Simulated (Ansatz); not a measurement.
# Ni3RuN3: the cost of one run

Method: DFT PBE, scalar-relativistic, plane waves, PAW, unless a step names another level, in Ansatz 0.2.0.

4 further runs of the same task are left out: 4 set aside as unsound or not needed.

## (1) The formula and the candidates

Pauling electronegativities: Ni 1.91, Ru 2.20, N 3.04 (spread 1.13). The formula balances with common oxidation states: Ru +3, Ni +2, N -3. Tabulated atomic sizes suggest about 10 Å³/atom. 20 candidates were drawn, by swapping species into database cells of other compounds, at random by space group and Wyckoff sites, or by hand, as the table says:

```csv
name,made from,space group no.,Wyckoff sites,atoms (primitive cell),V (Å³/atom)
c01,random,166,Ni 9d; Ru 3b; N 9e,7,10.6
c02,random,221,Ni 3c; Ru 1b; N 3d,7,12.2
c03,random,191,"Ni 3g; Ru 1b; N 2d, 1a",7,11.4
c04,random,164,"Ni 3f; Ru 1b; N 2d, 1a",7,10.9
c05,database cell of Ca3BN3,123,"Ni 2h, 1a; Ru 1b; N 2g, 1c",7,9.9
c06,random,189,"Ni 3g; Ru 1b; N 2d, 1a",7,11.4
c07,database cell of LiCu3O3,221,Ni 3d; Ru 1b; N 3c,7,9.3
c08,random,99,"Ni 2c, 1b; Ru 1b; N 1b, 2c",7,12.5
c09,random,164,"Ni 2d, 1a; Ru 1b; N 3e",7,10.3
c10,random,191,"Ni 3g; Ru 1a; N 2c, 1b",7,11.4
c11,random,189,Ni 3f; Ru 1b; N 3g,7,10.9
c12,random,191,"Ni 2c, 1b; Ru 1a; N 3f",7,10.8
c13,random,183,Ni 3c; Ru 1a; N 3c,7,10.4
c14,random,221,Ni 3c; Ru 1a; N 3d,7,11.4
c15,random,189,"Ni 3g; Ru 1a; N 2c, 1b",7,11.8
c16,random,191,"Ni 2c, 1a; Ru 1b; N 3g",7,11.0
c17,random,164,"Ni 3f; Ru 1a; N 2d, 1b",7,12.7
c18,database cell of Ca3PCl3,221,Ni 3d; Ru 1a; N 3c,7,10.9
c19,random,123,"Ni 1a, 2h; Ru 1d; N 2f, 1b",7,12.2
c20,random,99,"Ni 2c, 1b; Ru 1a; N 2c, 1a",7,11.1
```

## (2) Screening run of c06

The input, input.yaml:

```yaml
crystal:
  lattice:
    - [4.85251699, 0.0, 0.0]
    - [-2.42625849, 4.20240298, 0.0]
    - [0.0, 0.0, 3.926472]
  atoms:
    - { symbol: Ni, position: [0.48105709, 0.0, 0.5], spin: 2.0 }
    - { symbol: Ni, position: [0.0, 0.48105709, 0.5], spin: 2.0 }
    - { symbol: Ni, position: [0.51894291, 0.51894291, 0.5], spin: 2.0 }
    - { symbol: Ru, position: [0.0, 0.0, 0.5], spin: 1.0 }
    - { symbol: "N", position: [0.33333333, 0.66666667, 0.5] }
    - { symbol: "N", position: [0.66666667, 0.33333333, 0.5] }
    - { symbol: "N", position: [0.0, 0.0, 0.0] }
basis:
  ecutwfc: 420
kpoints:
  mp_grid: { grid: [3, 3, 3] }
hamiltonian:
  xc: pbe
scf:
  occupations: { method: gaussian, width: 0.15 }
  lower_state_search: "off"
output:
  forces: true
  stress: true
  eigenvalues: true
  populations: true
magnetization:
  spin_polarized: true
relax:
  adjacent_minimum: "off"
  f_tol: 0.08
  max_steps: 16
  cell: { stress_tol: 0.8 }
```

Launch:

```sh
$ ansatz run input.yaml --threads 1 --pin off --max-ram 2560MiB --backend cpu --events-out ev --progress --plain --runs-dir out
```

**Question.** How long does this run take on 1 thread of Arm Neoverse V2, shared host, and how much memory does it need?

About 94 s, with a peak of 0.39 GiB.
